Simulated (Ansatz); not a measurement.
This was printed by a script on the Ansatz DFT code, driven from Python, for a single point of NiNF3, space group Pm-3m. What did the script look like? Settings: PBE, PAW, cutoff 550 eV, 6×6×6 k-points, cold smearing of 0.1 eV, collinear spin.

```xyz
5
Lattice="3.9288 0.0000 0.0000 0.0000 3.9288 0.0000 0.0000 0.0000 3.9288" Properties=species:S:1:pos:R:3 pbc="T T T"
Ni    1.9644    1.9644    1.9644
N     0.0000    0.0000    0.0000
F     0.0000    1.9644    1.9644
F     1.9644    1.9644    0.0000
F     1.9644    0.0000    1.9644
```

Running `python scf.py` prints:
```text
converged          True
n_iterations       39
n_electrons        44.0
n_kpoints          20
n_pw               1791
n_symmetry_ops     48
free_energy_ev     -8639.79314910701
fermi_energy_ev    2.354779174324041
net moment 0.885 muB, absolute 4.267 muB
   0 Ni  -1.568
   1 N    2.354
   2 F    0.005
   3 F    0.005
   4 F    0.005
largest force 0.0000 eV/A on atom 2
[[ 0.  0.  0.]
 [-0.  0.  0.]
 [ 0.  0.  0.]
 [-0. -0.  0.]
 [ 0. -0.  0.]]
elf.npy          (32, 32, 32)     min     0.0044  mean     0.2803  max     0.8785
elf_dn.npy       (32, 32, 32)     min     0.0037  mean     0.2750  max     0.9936
elf_up.npy       (32, 32, 32)     min     0.0048  mean     0.2841  max     0.8539
rho.npy          (32, 32, 32)     min     0.0146  mean     0.7255  max    60.6993
rho_spin.npy     (32, 32, 32)     min    -6.6410  mean     0.0146  max     1.9026
v_es.npy         (32, 32, 32)     min   -76.7744  mean     2.7796  max    10.6103
v_tot_dn.npy     (32, 32, 32)     min  -103.3630  mean    -6.5509  max    12.5823
v_tot_up.npy     (32, 32, 32)     min  -102.5598  mean    -6.9783  max     8.8157
pressure -0.854 GPa
[[-0.854  0.     0.   ]
 [ 0.    -0.854  0.   ]
 [ 0.     0.    -0.854]]
audit    band_cg_iterations x1
audit    own_smearing_begun x1
audit    preconditioner_resolved x2
audit    spin_hold_released x1
doubt    filled_band_counts_differ_across_k_points x1
doubt    stability_check_not_made x1
```

One script that gives this output:

`scf.py`
```python
# -*- coding: utf-8 -*-
"""SCF run for NiNF3."""

from collections import Counter
from pathlib import Path

import ansatz as az
import numpy as np

lattice = az.Lattice.of(
    [3.928837, 0.0, 0.0],
    [0.0, 3.928837, 0.0],
    [0.0, 0.0, 3.928837],
)
sites = [
    ("Ni", [0.5, 0.5, 0.5]),
    ("N", [0.0, 0.0, 0.0]),
    ("F", [0.0, 0.5, 0.5]),
    ("F", [0.5, 0.5, 0.0]),
    ("F", [0.5, 0.0, 0.5]),
]
structure = az.Crystal(lattice=lattice)
for symbol, position in sites:
    structure = structure.atom(symbol, position)
structure = structure.moments(Ni=1.5)

# settings of the run
calc = structure.calculation()
calc = calc.basis(550)
calc = calc.functional("pbe")
calc = calc.occupations("cold").hubbard("Ni", "d", u_eff=4.0)
calc = calc.spin("collinear").kpoints(6)
calc = calc.compute(forces=True, density=True, potential=True, electron_localization_function=True, output_files={"volumetric_format": "npy"}, stress=True)
result = calc.run()
summary = result.report

for key in ("converged", "n_iterations", "n_electrons", "n_kpoints", "n_pw", "n_symmetry_ops", "free_energy_ev", "fermi_energy_ev"):
    print(f"{key:18s} {summary[key]}")

print(f"net moment {summary['magnetization_mub']:.3f} muB, absolute {summary['absolute_magnetization_mub']:.3f} muB")
for index, (site, m) in enumerate(zip(result.lattice.sites, summary["site_moments_mub"])):
    print(f"  {index:2d} {site.symbol:2s} {m:7.3f}")

# forces in eV per angstrom
forces = np.array(summary["forces_ev_ang"])
norms = np.linalg.norm(forces, axis=1)
print("largest force {:.4f} eV/A on atom {}".format(norms.max(), norms.argmax()))
print(np.array2string(forces, precision=4, suppress_small=True))

folder = Path(result.write_results("fields"))
for name in sorted(p.name for p in folder.glob("*.npy")):
    field = np.load(folder / name)
    print(f"{name:16s} {str(field.shape):16s} min {field.min():10.4f}  mean {field.mean():10.4f}  max {field.max():10.4f}")

# pressure is a third of the trace
stress = np.array(summary["stress_gpa"])
print(f"pressure {np.trace(stress) / 3:.3f} GPa")
print(np.round(stress, 3) + 0.0)

told = Counter((n["data"]["severity"], n["data"]["kind"]) for n in result.notices if n["event"] == "notice")
for (severity, kind), count in sorted(told.items()):
    print(f"{severity:8s} {kind} x{count}")
```

Absolute energies stand on the zero of these potentials, so only differences at equal settings mean something. A total without «per atom» is that of the cell as typed. Other magnetic orders than the one started from may lie lower. The mesh is modest for a metal, so energies can be off by several to tens of meV an atom and pressures by half a GPa or more; differences at equal mesh fare better. The zero of the levels is a convention of the potentials, so an absolute Fermi energy is no work function. A gap by band count of zero or less means overlapping bands, a metal. With one magnetic atom the cell can hold only ferromagnetic order. Pressure is positive in compression. Densities and potentials on the grid are those of the valence electrons, and inside the cores they hang on the potentials used. The structure comes from a database of computed cells and needn't be a stable or known phase. Cost: about 11 core-seconds.

(A comment or docstring line of the script was reworded after the run, the code is as it ran; lines on the test bed's own set-up are left out of the output.)
